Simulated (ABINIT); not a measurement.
Crystal: TiSi2.

```
Ti Si
1.0
     0.00000    4.11752    4.26290
     2.38951    0.00000    4.26290
     2.38951    4.11752    0.00000
Ti Si
2 4
Cartesian
  3.5843 6.1763 6.3943
  2.3895 4.1175 4.2629
  1.1948 3.3975 2.1314
  1.1948 0.7200 2.1314
  2.3895 1.3387 4.2629
  2.3895 6.8963 4.2629
```

The cell is a database's computed one.

```yaml
Program: ABINIT 10.8.3 (patched build)
Task: relaxation of cell and atoms
Functional: PBE
Dispersion: D4
Potentials_or_basis: JTH PAW PBE v2.0
Cutoff: 408 eV
k_mesh: 7 × 7 × 7
Occupations: fermi-dirac, width 0.05 eV
Spin: no spin polarisation
```

At the start: pressure -2.2 GPa; volume 13.98 Å³/atom.

Q: How do energy, volume and symmetry change on relaxing?

A: Over 6 steps the energy falls by 2.0 meV/atom and the volume is 13.76 Å³/atom (-1.6 %); space group Fddd (No. 70, to 0.05 Å).

The path:
| step | energy change (eV) | largest force (eV/Å) | pressure (GPa) | volume (Å³) |
| --- | --- | --- | --- | --- |
| 1 | 0.0000 | 0.0270 | -2.22 | 83.88 |
| 2 | -0.0017 | 0.0250 | -2.03 | 83.77 |
| 3 | -0.0118 | 0.0006 | 0.22 | 82.44 |
| 4 | -0.0121 | 0.0002 | 0.15 | 82.48 |
| 5 | -0.0120 | 0.0005 | -0.04 | 82.57 |
| 6 | -0.0122 | 0.0019 | -0.08 | 82.57 |

Final structure:
```
Ti Si
1.0
     0.00000    4.07894    4.25534
     2.37861    0.00000    4.25534
     2.37861    4.07894    0.00000
Ti Si
2 4
Direct
  0.75000 0.75000 0.75000
  0.50000 0.50000 0.50000
  0.41314 0.08686 0.41314
  0.08686 0.41314 0.08686
  0.16314 0.83686 0.16314
  0.83686 0.16314 0.83686
```

Caveat: the log and the count of SCF iterations are those of the last ABINIT call alone; pairwise dispersion overbinds metals, which lowers pressure and volume.
